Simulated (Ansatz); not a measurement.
# La2LuN3: the cost of one run

Computed with Ansatz 0.2.0 (DFT r2SCAN, scalar-relativistic, plane waves, PAW).

2 further runs of the same task are left out: 2 set aside as unsound or not needed. Runs told in other sessions of the task aren't counted.

## (1) The starting structure

Symmetry: P-3m1, No. 164, trigonal system. Conventional cell: a = 3.619 Å, b = 3.619 Å, c = 8.938 Å, α = 90.00°, β = 90.00°, γ = 120.00°. La (site symmetry 3m) has 6 N at 2.61 to 2.62 Å in its first shell of neighbours. Lu (site symmetry -3m) is surrounded by 6 N at 2.48 Å. Around N (site symmetry -3m) lie 6 La at 2.62 Å. N (site symmetry 3m) is surrounded by 3 Lu at 2.48 Å and 3 La at 2.61 Å.

Structure file:

```
La Lu N
1.0
     3.61852    0.00000    0.00000
    -1.80926    3.13373    0.00000
     0.00000    0.00000    8.93793
La Lu N
2 1 3
Direct
  0.33333 0.66667 0.67607
  0.66667 0.33333 0.32393
  0.00000 0.00000 0.00000
  0.00000 0.00000 0.50000
  0.33333 0.66667 0.14900
  0.66667 0.33333 0.85100
```

The cell was relaxed beforehand at this level, from a generated guess; it needn't be the stable form of this composition. At a tolerance of 0.02 Å it has space group P-3m1 (No. 164); it has 16.89 Å³/atom, an uncorrected energy of -1.36 eV/atom over the elements and, on its mesh, gap 0.24 eV.

## (2) Level of theory: r2SCAN

The input, input.yaml:

```yaml
crystal:
  lattice:
    - [3.6185177276, 2.89e-08, 0.0]
    - [-1.8092588888, 3.1337282617, 0.0]
    - [0.0, 0.0, 8.9379348]
  atoms:
    - { symbol: La, position: [0.3333333333, 0.6666666667, 0.676074] }
    - { symbol: La, position: [0.6666666667, 0.3333333333, 0.323926] }
    - { symbol: Lu, position: [0.0, 0.0, 0.0] }
    - { symbol: "N", position: [0.0, 0.0, 0.5] }
    - { symbol: "N", position: [0.3333333333, 0.6666666667, 0.148996] }
    - { symbol: "N", position: [0.6666666667, 0.3333333333, 0.851004] }
basis:
  ecutwfc: 500
kpoints:
  mp_grid: { grid: [12, 12, 4] }
  band_path:
    path:
      - [[0.0, 0.0, 0.0], [0.5, 0.0, 0.0], [0.33333333, 0.33333333, 0.0], [0.0, 0.0, 0.0], [0.0, 0.0, 0.5], [0.5, 0.0, 0.5], [0.33333333, 0.33333333, 0.5], [0.0, 0.0, 0.5]]
      - [[0.5, 0.0, 0.5], [0.5, 0.0, 0.0]]
      - [[0.33333333, 0.33333333, 0.5], [0.33333333, 0.33333333, 0.0]]
    npoints: 14
hamiltonian:
  xc: r2scan
scf:
  occupations: { method: gaussian, width: 0.01 }
  n_extra_bands: 15
output:
  forces: true
  stress: true
  eigenvalues: true
  populations: true
  dos: { projected: true, de: 0.02, nscf_kmesh: { grid: [15, 15, 5] } }
  bader: true
  write_density: true
  write_potential: true
  elf: true
  volumetric_format: npy
```

Launch:

```
> ansatz run input.yaml --threads 4 --pin off --max-ram 8192MiB --backend cpu --events-out ev --progress --plain --runs-dir out
```

What time and memory should one allow on 4 threads of Arm Neoverse V1, shared host?

About 40 s, with a peak of 0.95 GiB.
